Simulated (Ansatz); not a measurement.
# BrGeH2: the cost of one run

Computed with Ansatz 0.2.0 through its Python package. The levels of theory stand in the script.

## Step 1: Starting point

Bond lengths: Ge1–Br2 2.308 Å, Ge1–H3 1.624 Å, Ge1–H4 1.603 Å. Angles: Br2–Ge1–H3 109.1°, Br2–Ge1–H4 107.7°, H3–Ge1–H4 107.8°.

The script holds or builds the structure itself.

## Step 2: The code

brgeh2_x2c.py

```python
"""Scalar relativity in BrGeH2."""

import warnings

import ansatz
import numpy as np

FUNCTIONAL = "B3LYP"

GEOMETRY = """
Ge    0.10230   -0.45470   -0.25910
Br    1.05950    0.30010    1.70100
H    -1.50770   -0.53970   -0.06480
H     0.40140    0.63410   -1.39740
"""


def main() -> None:
    warnings.simplefilter("ignore", ansatz.DeckWarning)

    brgeh2 = ansatz.Crystal.molecule()
    for line in GEOMETRY.strip().splitlines():
        symbol, *xyz = line.split()
        brgeh2 = brgeh2.atom(symbol, [float(v) for v in xyz])

    base = (
        brgeh2.calculation()
        .functional(FUNCTIONAL)
        .spin("collinear", total=1)
        .forces()
    )
    # a set contracted for a scalar-relativistic Hamiltonian goes with the relativistic run
    sets = {"none": "cc-pVTZ", "scalar": "cc-pVTZ-DK"}
    found = {kind: base.basis(gaussian=basis).pseudopotentials(relativity=kind).run(threads=1, backend="cpu").report for kind, basis in sets.items()}
    for kind, each in found.items():
        dipole = 4.803205 * np.linalg.norm(each["charge_distribution"]["dipole_moment_e_ang"])
        print(f"{kind:7s} E = {each['free_energy_ev']:.4f} eV  dipole {dipole:.3f} D  largest force component {np.abs(each['forces_ev_ang']).max():.4f} eV/A")
    print(f"relativity lowers the total energy by {found['none']['free_energy_ev'] - found['scalar']['free_energy_ev']:.3f} eV")


if __name__ == "__main__":
    main()
```

## Step 3: The input behind the calls

The package turns the script's settings into the engine's input (first run):

```yaml
crystal:
  periodic: [false, false, false]
  atoms:
    - { symbol: Ge, position_ang: [0.1023, -0.4547, -0.2591] }
    - { symbol: Br, position_ang: [1.0595, 0.3001, 1.701] }
    - { symbol: H, position_ang: [-1.5077, -0.5397, -0.0648] }
    - { symbol: H, position_ang: [0.4014, 0.6341, -1.3974] }
basis:
  gaussian:
    orbitals: cc-pVTZ
hamiltonian:
  xc: b3lyp
  pseudopotentials:
    relativity: none
magnetization:
  spin_polarized: true
  initial_magnetization: 1.0
output:
  forces: true
```

## Step 4: Running it

Run with:

```
> python brgeh2_x2c.py
```

**Question.** How long does this script take on 1 thread of Arm Neoverse V1, shared host, and how much memory does it need?

About 17 s, with a peak of 0.36 GiB.
